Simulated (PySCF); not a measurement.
# para-Fluorobenzonitrile (C7H4FN): NMR shifts in gas and solvents, part 2 of 2

PySCF 2.14.0. Atoms count from 0.

**6. Shielding tensors: B97-2/pcSseg-2**

What the job is given:

```
{"job": {"kind": "nmr", "xc": "B97-2", "basis": "pcSseg-2", "pop": false}, "charge": 0, "multiplicity": 1}
N      3.554755    -0.686160    -0.482409
C      2.433870    -0.468273    -0.331423
C      1.045954    -0.201433    -0.143433
C      0.144339    -1.258591    -0.015209
C     -1.201387    -1.003620     0.168187
C     -1.626702     0.311288     0.220963
F     -2.923943     0.559050     0.398846
C     -0.755030     1.377537     0.096091
C      0.589675     1.115848    -0.087267
H      0.505522    -2.278111    -0.059913
H     -1.921525    -1.805105     0.270735
H     -1.134451     2.390112     0.143364
H      1.294856     1.930996    -0.188237
```

Level: GIAO B97-2/pcSseg-2 NMR shielding, non-relativistic, gas phase.

Standard output:

```text
coarse grid: 12232 points
cycle   1  E = -423.6575447044  dE =  1.619e+00  |g| = 6.330e-01  |ddm| = 3.454e+00
cycle   2  E = -423.4782830927  dE =  1.793e-01  |g| = 1.130e+00  |ddm| = 2.277e+00
cycle   3  E = -423.7238481913  dE = -2.456e-01  |g| = 2.470e-01  |ddm| = 1.529e+00
cycle   4  E = -423.7363120002  dE = -1.246e-02  |g| = 7.359e-02  |ddm| = 2.154e-01
cycle   5  E = -423.7372966237  dE = -9.846e-04  |g| = 2.660e-02  |ddm| = 9.108e-02
cycle   6  E = -423.7374648984  dE = -1.683e-04  |g| = 6.239e-03  |ddm| = 2.645e-02
cycle   7  E = -423.7374745285  dE = -9.630e-06  |g| = 1.892e-03  |ddm| = 1.035e-02
final grid: 122544 points
cycle   8  E = -423.7362701957  dE = -1.262e-04  |g| = 7.520e-03  |ddm| = 1.338e-01
cycle   9  E = -423.7362564180  dE =  1.378e-05  |g| = 1.116e-02  |ddm| = 2.059e-02
cycle  10  E = -423.7362793647  dE = -2.295e-05  |g| = 1.105e-03  |ddm| = 1.278e-02
cycle  11  E = -423.7362796005  dE = -2.359e-07  |g| = 5.720e-04  |ddm| = 1.312e-03
cycle  12  E = -423.7362796526  dE = -5.207e-08  |g| = 2.427e-04  |ddm| = 5.344e-04
cycle  13  E = -423.7362796657  dE = -1.314e-08  |g| = 6.091e-05  |ddm| = 2.197e-04
cycle  14  E = -423.7362796665  dE = -7.774e-10  |g| = 1.725e-05  |ddm| = 5.926e-05
converged SCF energy = -423.7362796665

GIAO shielding tensors (ppm)
atom      isotropic    diamagn.    paramagn.     s11        s22        s33       span
  0 N      -43.035     338.870    -381.905   -197.210   -171.266    239.369    436.579
  1 C       60.797     261.550    -200.753    -61.809    -46.376    290.576    352.384
  2 C       70.137     248.462    -178.325    -30.072     71.829    168.654    198.726
  3 C       42.259     255.744    -213.485    -64.454     22.377    168.855    233.309
  4 C       63.046     256.031    -192.985    -23.115     44.243    168.009    191.124
  5 C       10.197     251.632    -241.435    -77.991     24.453     84.129    162.119
  6 F      280.555     467.979    -187.423    197.114    276.441    368.111    170.997
  7 C       63.095     256.050    -192.955    -23.030     44.253    168.063    191.094
  8 C       42.327     255.740    -213.413    -64.307     22.343    168.946    233.253
  9 H       23.719      31.078      -7.359     20.436     22.858     27.863      7.427
 10 H       24.314      30.831      -6.517     21.129     24.364     27.449      6.320
 11 H       24.313      30.832      -6.518     21.130     24.368     27.442      6.312
 12 H       23.723      31.073      -7.349     20.436     22.871     27.864      7.428
```

It took 72 s on 1 thread of Arm Neoverse V1, shared host; peak memory 1.8 GiB.

This run: δ C5 175.2, C3 143.1, C1 124.6, C4 122.3, H9 7.91, H10 7.32 ppm (means over like atoms).

**7. Shielding tensors: WP04/pcSseg-2 in chloroform**

Settings changed since step 6:

```diff
@@ -1,2 +1,2 @@
-{"job": {"kind": "nmr", "xc": "B97-2", "basis": "pcSseg-2", "pop": false}, "charge": 0, "multiplicity": 1}
+{"job": {"kind": "nmr", "xc": "WP04", "basis": "pcSseg-2", "pop": false, "solvent": "chloroform"}, "charge": 0, "multiplicity": 1}
 N      3.554755    -0.686160    -0.482409
```

Level: GIAO WP04/pcSseg-2 NMR shielding, non-relativistic, IEF-PCM chloroform.

Standard output:

```text
coarse grid: 12232 points
cycle   1  E = -433.0631892286  dE =  1.488e+00  |g| = 9.459e-01  |ddm| = 3.595e+00
cycle   2  E = -432.7330987532  dE =  3.301e-01  |g| = 1.597e+00  |ddm| = 2.388e+00
cycle   3  E = -433.1840272777  dE = -4.509e-01  |g| = 4.165e-01  |ddm| = 1.634e+00
cycle   4  E = -433.2217685668  dE = -3.774e-02  |g| = 1.089e-01  |ddm| = 3.208e-01
cycle   5  E = -433.2237084958  dE = -1.940e-03  |g| = 4.051e-02  |ddm| = 1.053e-01
cycle   6  E = -433.2240487258  dE = -3.402e-04  |g| = 1.026e-02  |ddm| = 3.519e-02
cycle   7  E = -433.2240741484  dE = -2.542e-05  |g| = 3.086e-03  |ddm| = 1.325e-02
cycle   8  E = -433.2240765271  dE = -2.379e-06  |g| = 9.218e-04  |ddm| = 3.058e-03
final grid: 122544 points
cycle   9  E = -433.2394681781  dE = -1.823e-04  |g| = 8.608e-03  |ddm| = 1.130e-01
cycle  10  E = -433.2394517666  dE =  1.641e-05  |g| = 1.253e-02  |ddm| = 1.766e-02
cycle  11  E = -433.2394839063  dE = -3.214e-05  |g| = 2.681e-03  |ddm| = 9.385e-03
cycle  12  E = -433.2394849553  dE = -1.049e-06  |g| = 1.350e-03  |ddm| = 2.959e-03
cycle  13  E = -433.2394853014  dE = -3.461e-07  |g| = 4.301e-04  |ddm| = 1.019e-03
cycle  14  E = -433.2394853372  dE = -3.574e-08  |g| = 8.142e-05  |ddm| = 3.381e-04
cycle  15  E = -433.2394853385  dE = -1.341e-09  |g| = 2.315e-05  |ddm| = 1.163e-04
cycle  16  E = -433.2394853387  dE = -1.327e-10  |g| = 8.992e-06  |ddm| = 2.901e-05
converged SCF energy = -433.2394853387

GIAO shielding tensors (ppm)
atom      isotropic    diamagn.    paramagn.     s11        s22        s33       span
  0 N      -37.829     332.206    -370.035   -192.699   -159.703    238.917    431.616
  1 C       47.795     259.848    -212.053    -78.509    -64.388    286.283    364.792
  2 C       57.895     256.104    -198.209    -42.299     61.761    154.222    196.521
  3 C       27.235     255.904    -228.669    -81.924      4.504    159.124    241.048
  4 C       48.269     254.937    -206.668    -39.244     26.013    158.037    197.280
  5 C       -5.934     255.123    -261.057    -95.823      9.838     68.184    164.007
  6 F      286.293     472.200    -185.907    204.505    288.648    365.725    161.221
  7 C       48.314     254.955    -206.641    -39.166     26.020    158.087    197.252
  8 C       27.290     255.901    -228.611    -81.787      4.453    159.205    240.992
  9 H       23.958      30.777      -6.820     20.608     23.072     28.193      7.585
 10 H       24.495      29.954      -5.459     21.189     24.519     27.778      6.589
 11 H       24.494      29.955      -5.461     21.190     24.521     27.771      6.581
 12 H       23.962      30.774      -6.813     20.607     23.084     28.193      7.586
```

Run time: 77 s. Hardware: 1 thread of Arm Neoverse V1, shared host; peak memory 1.9 GiB.

This run: δ C5 181.0, C3 147.8, C1 127.3, C4 126.8, H9 7.91, H10 7.37 ppm (means over like atoms).

**8. Shielding tensors: wB97X-D/pcSseg-2 in chloroform**

Settings changed since step 7:

```diff
@@ -1,2 +1,2 @@
-{"job": {"kind": "nmr", "xc": "WP04", "basis": "pcSseg-2", "pop": false, "solvent": "chloroform"}, "charge": 0, "multiplicity": 1}
+{"job": {"kind": "nmr", "xc": "wB97X-D", "basis": "pcSseg-2", "pop": false, "solvent": "chloroform"}, "charge": 0, "multiplicity": 1}
 N      3.554755    -0.686160    -0.482409
```

With the program's defaults for keys left out, this is: GIAO wB97X-D/pcSseg-2 NMR shielding, non-relativistic, IEF-PCM chloroform.

Standard output:

```text
coarse grid: 12232 points
cycle   1  E = -423.6430359009  dE =  1.972e+00  |g| = 6.683e-01  |ddm| = 3.323e+00
cycle   2  E = -423.5969329219  dE =  4.610e-02  |g| = 8.768e-01  |ddm| = 1.294e+00
cycle   3  E = -423.7366513755  dE = -1.397e-01  |g| = 9.036e-02  |ddm| = 7.846e-01
cycle   4  E = -423.7378343736  dE = -1.183e-03  |g| = 5.928e-02  |ddm| = 1.017e-01
cycle   5  E = -423.7385283189  dE = -6.939e-04  |g| = 1.168e-02  |ddm| = 5.596e-02
cycle   6  E = -423.7385537268  dE = -2.541e-05  |g| = 3.345e-03  |ddm| = 1.223e-02
cycle   7  E = -423.7385561934  dE = -2.467e-06  |g| = 7.696e-04  |ddm| = 4.550e-03
final grid: 122544 points
cycle   8  E = -423.7448586499  dE = -2.585e-04  |g| = 1.013e-02  |ddm| = 1.009e-01
cycle   9  E = -423.7448552072  dE =  3.443e-06  |g| = 1.172e-02  |ddm| = 1.666e-02
cycle  10  E = -423.7448754590  dE = -2.025e-05  |g| = 1.066e-03  |ddm| = 8.192e-03
cycle  11  E = -423.7448755436  dE = -8.468e-08  |g| = 9.407e-04  |ddm| = 1.538e-03
cycle  12  E = -423.7448757340  dE = -1.903e-07  |g| = 1.455e-04  |ddm| = 8.579e-04
cycle  13  E = -423.7448757387  dE = -4.729e-09  |g| = 4.323e-05  |ddm| = 2.156e-04
cycle  14  E = -423.7448757395  dE = -8.076e-10  |g| = 1.871e-05  |ddm| = 8.776e-05
converged SCF energy = -423.7448757395

GIAO shielding tensors (ppm)
atom      isotropic    diamagn.    paramagn.     s11        s22        s33       span
  0 N      -30.001     337.260    -367.261   -186.185   -150.233    246.414    432.598
  1 C       55.494     260.275    -204.781    -71.497    -54.591    292.571    364.068
  2 C       68.822     249.852    -181.030    -37.035     75.247    168.254    205.288
  3 C       36.559     253.319    -216.759    -75.220     13.158    171.741    246.962
  4 C       59.273     253.584    -194.311    -29.957     37.836    169.939    199.896
  5 C        5.126     251.544    -246.418    -91.291     23.654     83.015    174.306
  6 F      289.299     469.109    -179.811    208.203    286.437    373.256    165.053
  7 C       59.325     253.603    -194.278    -29.863     37.836    170.001    199.864
  8 C       36.620     253.316    -216.696    -75.088     13.117    171.832    246.920
  9 H       23.359      30.701      -7.342     19.980     22.453     27.643      7.663
 10 H       23.975      30.491      -6.516     20.634     24.123     27.166      6.531
 11 H       23.974      30.490      -6.515     20.636     24.127     27.159      6.523
 12 H       23.363      30.693      -7.330     19.979     22.466     27.643      7.664
```

Run time: 98 s. Hardware: 1 thread of Arm Neoverse V1, shared host; peak memory 2 GiB.

This run: δ C5 182.0, C3 150.5, C1 131.6, C4 127.8, H9 8.25, H10 7.64 ppm (means over like atoms).

**9. Run by run: NMR shifts**

Shifts (ppm) of some atoms, chosen among heavy atoms and hydrogens apart, means over like atoms, with basis size and wall time (the measured row can stand on another reference than the computed rows):

| run | C5 | C3 | C1 | H9 | H10 | N0 | F6 | functions | time |
| --- | --- | --- | --- | --- | --- | --- | --- | --- | --- |
| PBE0/pcSseg-2 | 178.2 | 146.1 | 127.0 | 7.98 | 7.39 | 313.3 | -104.9 | 380 | 78 s |
| KT3/pcSseg-2 | 167.2 | 133.4 | 116.6 | 7.67 | 7.10 | 287.7 | -118.8 | 380 | 98 s |
| wB97X-D/pcSseg-2 | 180.2 | 148.3 | 127.3 | 8.01 | 7.41 | 310.4 | -101.9 | 380 | 96 s |
| B97-2/pcSseg-2 | 175.2 | 143.1 | 124.6 | 7.91 | 7.32 | 304.8 | -104.6 | 380 | 72 s |
| WP04/pcSseg-2 in chloroform | 181.0 | 147.8 | 127.3 | 7.91 | 7.37 | 287.9 | -107.3 | 380 | 77 s |
| wB97X-D/pcSseg-2 in chloroform | 182.0 | 150.5 | 131.6 | 8.25 | 7.64 | 294.5 | -102.1 | 380 | 98 s |
| measured | – | – | – | – | – | – | -103.0 | – | – |

Measured: G. Saielli, R. Bini, A. Bagno, Computational 19F NMR. 2. Organic compounds, RSC Adv. 2014, ESI (exp. from Berger-Braun-Kalinowski 1994 and Everett 1995).

**10. Outcome**

The summary covers parts 1 to 2.

```
                                                               quantity                                  value
                                                            point group                                    C2v
                                   rotational constants (main isotopes)                   5.70, 0.98, 0.84 GHz
13C shifts against TMS (PBE0/pcSseg-2, means over atoms taken as alike)  178.2, 146.1, 127.0, 125.0, 117.8 ppm
 1H shifts against TMS (PBE0/pcSseg-2, means over atoms taken as alike)                         7.98, 7.39 ppm
                                 15N shifts against NH3 (PBE0/pcSseg-2)                              313.3 ppm
                               19F shifts against CFCl3 (PBE0/pcSseg-2)                             -104.9 ppm
                               measured, and computed on the same scale                F6 δ -103.0, -104.9 ppm
                       range of the shift of N0 (wB97X-D/pcSseg-2 runs)                     294.5 to 310.4 ppm
```

**Reading.** Over 8 steps the energy fell by 0.128 eV; of the close pairs, C2–C3 changed most, 1.358 to 1.395 Å. At PBE0/pcSseg-2: Shielding is most anisotropic at N0 (span 445 ppm, paramagnetic term -388 ppm). The one measured 19F shift is missed by -1.9 ppm (computed less measured, unscaled). Vibration, temperature and solvent are missing from the calculation, and it holds one conformer, so part of the miss against the measured shifts is not the functional's. NICS(1)zz of -27 ppm above the planar ring from C2 marks a diatropic (aromatic) ring current. At one level, wB97X-D/pcSseg-2: In ppm, N0 moves most: its shift spreads over 15.9 ppm, from 294.5 (wB97X-D/pcSseg-2 in chloroform) to 310.4 (wB97X-D/pcSseg-2).
